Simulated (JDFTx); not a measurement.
# AlSn (P-6m2) in JDFTx: reference runs

How does AlSn come out in PBEsol? The cell is run as given and disturbed.

All numbers are computed with JDFTx 1.7.0 (patched build); they aren't measurements. Logs are shortened: lines on timing, memory, paths and dates and some standing lists are left out, and cuts for length are marked. The log counts tension as positive stress, the text compression.

## Step 1: Starting point

The structure is hexagonal, space group P-6m2 (No. 187). The conventional cell has a = 4.198 Å, b = 4.198 Å, c = 3.307 Å, α = 90.00°, β = 90.00°, γ = 120.00°. Around Sn (site symmetry -6m2) lie 6 Al at 2.93 Å and 2 Sn at 3.31 Å. Al (site symmetry -6m2) is surrounded by 6 Sn at 2.93 Å and 2 Al at 3.31 Å.

The cell comes from a database or a generator and needn't be the stable form of this composition.

## Step 2: Single point, PBEsol

AlSn.in

```
lattice \
    7.9332698559    -3.9666349279     0.0000000000 \
    0.0000000000     6.8704132302     0.0000000000 \
    0.0000000000     0.0000000000     6.2490351660
coords-type Lattice
ion Sn     0.3333333333     0.6666666667     0.5000000000 1
ion Al     0.0000000000     0.0000000000     0.0000000000 1

ion-species pseudo/Sn.upf
ion-species pseudo/Al.upf
elec-cutoff 36 288
elec-ex-corr gga-PBEsol
kpoint-folding 7 7 8
elec-smearing Fermi 0.0018374661
elec-n-bands 14
electronic-SCF nIterations 100 energyDiffThreshold 1e-09
electronic-minimize nIterations 30 energyDiffThreshold 1e-7
converge-empty-states yes
forces-output-coords Cartesian

dump-name run.$VAR
dump End Ecomponents EigStats BandEigs Kpoints Forces Stress
```

Potentials or basis: PseudoDojo-SR-PBEsol-0.4.1-standard with smoothed tails.

Run with:

```bash
$ jdftx -c 1 -i AlSn.in -o AlSn.out
```

The log of the run:

```text
*************** JDFTx 1.7.0 (patched build) ***************

Input parsed successfully to the following command list (including defaults):
[... the input with its defaults ...]

---------- Setting up symmetries ----------

Found 24 point-group symmetries of the bravais lattice
Found 12 space-group symmetries with basis
Applied RMS atom displacement 2.29014e-10 bohrs to make symmetries exact.

---------- Initializing the Grid ----------
R =
[      7.93327     -3.96663            0  ]
[            0      6.87041            0  ]
[            0            0      6.24904  ]
unit cell volume = 340.603
G =
[   0.792004   0.457264         -0  ]
[          0   0.914528          0  ]
[          0         -0    1.00546  ]
Minimum fftbox size, Smin = [  64  64  48  ]
Chosen fftbox size, S = [  64  64  48  ]

---------- Initializing tighter grid for wavefunction operations ----------
R =
[      7.93327     -3.96663            0  ]
[            0      6.87041            0  ]
[            0            0      6.24904  ]
unit cell volume = 340.603
G =
[   0.792004   0.457264         -0  ]
[          0   0.914528          0  ]
[          0         -0    1.00546  ]
Minimum fftbox size, Smin = [  44  44  36  ]
Chosen fftbox size, S = [  48  48  36  ]

---------- Exchange Correlation functional ----------
Initalized PBEsol GGA exchange.
Initalized PBEsol GGA correlation.

---------- Setting up pseudopotentials ----------
Width of ionic core gaussian charges (only for fluid interactions / plotting) set to 0

Reading pseudopotential file 'pseudo/Sn.upf':
  'Sn' pseudopotential, 'PBESOL' functional
  Generated using ONCVPSP code by D. R. Hamann
  14 valence electrons, 3 orbitals, 6 projectors, 1001 radial grid points, with lMax = 2
    4D    l: 2   occupation: 10.0   eigenvalue: -0.947846
    5S    l: 0   occupation:  2.0   eigenvalue: -0.389375
    5P    l: 1   occupation:  2.0   eigenvalue: -0.136297
  Core radius for overlap checks: 2.33 bohrs.

Reading pseudopotential file 'pseudo/Al.upf':
  'Al' pseudopotential, 'PBESOL' functional
  Generated using ONCVPSP code by D. R. Hamann
  3 valence electrons, 2 orbitals, 6 projectors, 1001 radial grid points, with lMax = 2
    3S    l: 0   occupation:  2.0   eigenvalue: -0.283523
    3P    l: 1   occupation:  1.0   eigenvalue: -0.098840
  Core radius for overlap checks: 1.74 bohrs.

Initialized 2 species with 2 total atoms.

Folded 1 k-points by 7x7x8 to 392 k-points.

---------- Setting up k-points, bands, fillings ----------
Adding inversion symmetry to k-mesh for non-inversion-symmetric unit cell.
Reduced to 40 k-points under symmetry.
Computing the number of bands and number of electrons
Calculating initial fillings.
nElectrons:  17.000000   nBands: 14   nStates: 40

----- Setting up reduced wavefunction bases (one per k-point) -----
average nbasis = 3513.360 , ideal nbasis = 3513.952

---------- Setting up ewald sum ----------
Optimum gaussian width for ewald sums = 2.482110 bohr.
Real space sum over 1331 unit cells with max indices [  5  5  5  ]
Reciprocal space sum over 1859 terms with max indices [  6  6  5  ]

---------- Allocating electronic variables ----------
Initializing wave functions:  linear combination of atomic orbitals
Note: number of bands (14) exceeds available atomic orbitals (13)
Sn pseudo-atom occupations:   s ( 2 )  p ( 2 )  d ( 10 )
Al pseudo-atom occupations:   s ( 2 )  p ( 1 )
	FillingsUpdate:  mu: +0.305693111  nElectrons: 17.000000
LCAOMinimize: Iter:   0  F: -69.7538501636822161  |grad|_K:  2.432e-04  alpha:  1.000e+00
	FillingsUpdate:  mu: +0.305176931  nElectrons: 17.000000
LCAOMinimize: Iter:   1  F: -69.7539818231236239  |grad|_K:  3.278e-05  alpha:  5.691e-01  linmin:  5.837e-04  cgtest:  2.462e-03
	FillingsUpdate:  mu: +0.305284394  nElectrons: 17.000000
LCAOMinimize: Iter:   2  F: -69.7539854060575095  |grad|_K:  2.141e-06  alpha:  8.495e-01  linmin: -4.063e-03  cgtest:  5.169e-02
	FillingsUpdate:  mu: +0.305282443  nElectrons: 17.000000
LCAOMinimize: Iter:   3  F: -69.7539854219328532  |grad|_K:  1.757e-07  alpha:  8.827e-01  linmin:  2.376e-04  cgtest: -1.265e-02
	FillingsUpdate:  mu: +0.305282974  nElectrons: 17.000000
LCAOMinimize: Iter:   4  F: -69.7539854220191273  |grad|_K:  4.433e-08  alpha:  7.138e-01  linmin: -1.344e-03  cgtest:  1.339e-02
LCAOMinimize: Converged (|Delta F|<1.000000e-06 for 2 iters).

-------- Electronic minimization -----------
Will mix electronic density at each iteration.
	FillingsUpdate:  mu: +0.305282974  nElectrons: 17.000000
	FillingsUpdate:  mu: +0.289850133  nElectrons: 17.000000
SCF: Cycle:  0   F: -69.798245383555624   dF: -4.426e-02   |Residual|: 2.848e-02   |deigs|: 8.733e-02
	FillingsUpdate:  mu: +0.290258791  nElectrons: 17.000000
SCF: Cycle:  1   F: -69.798983337154326   dF: -7.380e-04   |Residual|: 1.621e-02   |deigs|: 5.344e-03
	FillingsUpdate:  mu: +0.291416070  nElectrons: 17.000000
SCF: Cycle:  2   F: -69.799131714743964   dF: -1.484e-04   |Residual|: 4.174e-03   |deigs|: 2.757e-03
	FillingsUpdate:  mu: +0.291823769  nElectrons: 17.000000
SCF: Cycle:  3   F: -69.799143498889364   dF: -1.178e-05   |Residual|: 2.236e-03   |deigs|: 2.257e-03
	FillingsUpdate:  mu: +0.291857668  nElectrons: 17.000000
SCF: Cycle:  4   F: -69.799146934100818   dF: -3.435e-06   |Residual|: 1.044e-03   |deigs|: 4.724e-04
	FillingsUpdate:  mu: +0.291887790  nElectrons: 17.000000
SCF: Cycle:  5   F: -69.799147863970617   dF: -9.299e-07   |Residual|: 2.442e-04   |deigs|: 2.190e-04
	FillingsUpdate:  mu: +0.291921815  nElectrons: 17.000000
SCF: Cycle:  6   F: -69.799148007996394   dF: -1.440e-07   |Residual|: 1.850e-04   |deigs|: 3.443e-05
	FillingsUpdate:  mu: +0.291921486  nElectrons: 17.000000
SCF: Cycle:  7   F: -69.799148038914467   dF: -3.092e-08   |Residual|: 1.293e-04   |deigs|: 3.195e-05
	FillingsUpdate:  mu: +0.291924714  nElectrons: 17.000000
SCF: Cycle:  8   F: -69.799148053111779   dF: -1.420e-08   |Residual|: 1.633e-05   |deigs|: 4.734e-05
	FillingsUpdate:  mu: +0.291924306  nElectrons: 17.000000
SCF: Cycle:  9   F: -69.799148055429129   dF: -2.317e-09   |Residual|: 1.297e-05   |deigs|: 2.419e-05
	FillingsUpdate:  mu: +0.291924274  nElectrons: 17.000000
SCF: Cycle: 10   F: -69.799148056609383   dF: -1.180e-09   |Residual|: 2.634e-06   |deigs|: 3.738e-05
	FillingsUpdate:  mu: +0.291924216  nElectrons: 17.000000
SCF: Cycle: 11   F: -69.799148056826439   dF: -2.171e-10   |Residual|: 7.134e-07   |deigs|: 2.472e-05
	FillingsUpdate:  mu: +0.291924265  nElectrons: 17.000000
SCF: Cycle: 12   F: -69.799148056940751   dF: -1.143e-10   |Residual|: 3.807e-07   |deigs|: 3.777e-05
SCF: Converged (|Delta E|<1.000000e-09 for 2 iters).

Setting wave functions to eigenvectors of Hamiltonian
Converging empty states (this may take a while):
EmptyStates: None of the convergence criteria satisfied.
|deigs|: 5.731e-04

# Stress tensor in Cartesian coordinates [Eh/a0^3]:
[  6.28823e-05            0            0  ]
[            0  6.28823e-05            0  ]
[            0            0   5.6701e-05  ]

# Ionic positions in lattice coordinates:
ion Sn   0.333333333316667   0.666666666683333   0.500000000000000 1
ion Al  -0.000000000016667   0.000000000016667   0.000000000000000 1

# Forces in Cartesian coordinates:
force Sn  -0.000000000000000  -0.000000000000000   0.000000000000000 1
force Al  -0.000000000000000  -0.000000000000000   0.000000000000000 1

# Energy components:
   Eewald =      -45.7657341157093072
       EH =       21.9533584368792276
     Eloc =      -60.1830296767230450
      Enl =      -21.7262998295966128
      Exc =      -22.8512514464210277
 Exc_core =       11.1372353668581905
       KE =       47.6367163426906828
-------------------------------------
     Etot =      -69.7990049220218793
       TS =        0.0001431349188727
-------------------------------------
        F =      -69.7991480569407514

IonicMinimize: Iter:   0  F: -69.799148056940751  |grad|_K:  3.815e-36
IonicMinimize: Converged (|grad|_K<1.000000e-04).

#--- Lowdin population analysis ---
# oxidation-state Sn +0.088
# oxidation-state Al -0.031

Dumping 'run.eigStats' ...
	eMin: -0.491444 at state 0 ( [ +0.000000 +0.000000 +0.000000 ] spin 0 )
	HOMO: +0.288646 at state 37 ( [ +0.285714 +0.285714 +0.250000 ] spin 0 )
	mu  : +0.291924
	LUMO: +0.292490 at state 1 ( [ +0.000000 +0.000000 +0.125000 ] spin 0 )
	eMax: +0.715818 at state 19 ( [ +0.000000 +0.428571 +0.500000 ] spin 0 )
	HOMO-LUMO gap: +0.003844
	Optical gap  : +0.025008 at state 18 ( [ +0.000000 +0.428571 +0.375000 ] spin 0 )
WARNING: the last solve of the electrons (or of bands or displaced states from it) ended unconverged.
Done!
```

It took 1.7 min on 1 thread of Arm Neoverse V1, shared host; peak memory 0.16 GiB.

Results:

```yaml
Free_energy: -1899.3316 eV
Pressure: -1.8 GPa
Band_gap_on_the_k_mesh: none (metal or under the smearing width)
```

Caveat: the empty levels aren't tightly converged.

## Step 3: Single point, PBEsol (atoms moved at random, drawn with an rms of 0.05 Å)

AlSn.in, as its differences from that of step 2:

```diff
@@ -5,4 +5,4 @@
 coords-type Lattice
-ion Sn     0.3333333333     0.6666666667     0.5000000000 1
-ion Al     0.0000000000     0.0000000000     0.0000000000 1
+ion Sn     0.3314630000     0.6605900000     0.4958650000 1
+ion Al     0.0056420000     0.0042750000    -0.0054530000 1
```

Potentials or basis: PseudoDojo-SR-PBEsol-0.4.1-standard with smoothed tails.

Run with:

```bash
$ jdftx -c 1 -i AlSn.in -o AlSn.out
```

It took 7.8 min on 1 thread of Arm Neoverse V1, shared host; peak memory 0.58 GiB.

It converged, with:

```yaml
Free_energy: -1899.3288 eV
Pressure: -1.8 GPa
Largest_force: 0.144 eV/Å
Band_gap_on_the_k_mesh: none (metal or under the smearing width)
```

Forces in eV/Å, atoms in the order of the input:
```
Sn   0.032  0.140 -0.007
Al  -0.033 -0.140  0.007
```

Stress tensor (GPa, compression positive):
```
-2.23 -0.10  0.00
-0.10 -1.42 -0.01
 0.00 -0.01 -1.66
```

Levels at points of the mesh, in eV from the Fermi level:
```tsv
k point	band 6	band 7	band 8	band 9	band 10	band 11
(0.00, 0.00, 0.00)	-10.46	-0.29	-0.13	0.68	2.61	3.03
(0.00, 0.00, 0.50)	-7.45	-6.21	2.64	2.77	3.59	3.66
```

Caveat: the empty levels aren't tightly converged.
